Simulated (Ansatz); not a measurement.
# TiCl2: the cost of one run

Computed with Ansatz 0.2.0 (DFT r2SCAN+U, scalar-relativistic, plane waves, PAW, unless a step's input says otherwise).

**1. The starting structure**

It takes space group Fm-3m (No. 225, cubic). Conventional cell: a = 5.966 Å, b = 5.966 Å, c = 5.966 Å, α = 90.00°, β = 90.00°, γ = 90.00°. Ti (site symmetry m-3m) is surrounded by 8 Cl at 2.58 Å. Around Cl (site symmetry -43m) lie 4 Ti at 2.58 Å.

Structure file:

```
Ti Cl
1.0
     0.00000    2.98320    2.98320
     2.98320    0.00000    2.98320
     5.96640    5.96640    0.00000
Ti Cl
2 4
Direct
  0.00000 0.00000 0.00000
  0.00000 0.00000 0.50000
  0.25000 0.25000 0.12500
  0.75000 0.75000 0.37500
  0.25000 0.25000 0.62500
  0.75000 0.75000 0.87500
```

**2. Volume dafm0: 0.8 V/V0**

input.yaml

```yaml
crystal:
  lattice:
    - [0.0, 2.9831989926, 2.9831989926]
    - [2.9831989926, 0.0, 2.9831989926]
    - [5.9663979852, 5.9663979852, 0.0]
  atoms:
    - { symbol: Ti, position: [0.0, 1.0, 1.0], spin: 1.0 }
    - { symbol: Cl, position: [0.25, 0.25, 0.125] }
    - { symbol: Cl, position: [0.75, 0.75, 0.375] }
    - { symbol: Ti, position: [0.0, 1.0, 0.5], spin: -1.0 }
    - { symbol: Cl, position: [0.25, 0.25, 0.625] }
    - { symbol: Cl, position: [0.75, 0.75, 0.875] }
basis:
  ecutwfc: 500
kpoints:
  mp_grid: { grid: [6, 6, 3] }
hamiltonian:
  xc: r2scan
  hubbard: { sites: [{ species: Ti, l: d, u_eff: 4.0 }] }
scf:
  occupations: { method: gaussian, width: 0.02 }
output:
  forces: true
  stress: true
  eigenvalues: true
  populations: true
magnetization:
  spin_polarized: true
```

Command:

```sh
ansatz run input.yaml --threads 1 --pin off --max-ram 2560MiB --backend cpu --events-out ev --progress --plain --runs-dir out
```

Q: Estimate wall time and peak memory on 1 thread of Intel Xeon Platinum 8488C (Sapphire Rapids), shared host.

About 23 s, with a peak of 0.84 GiB.
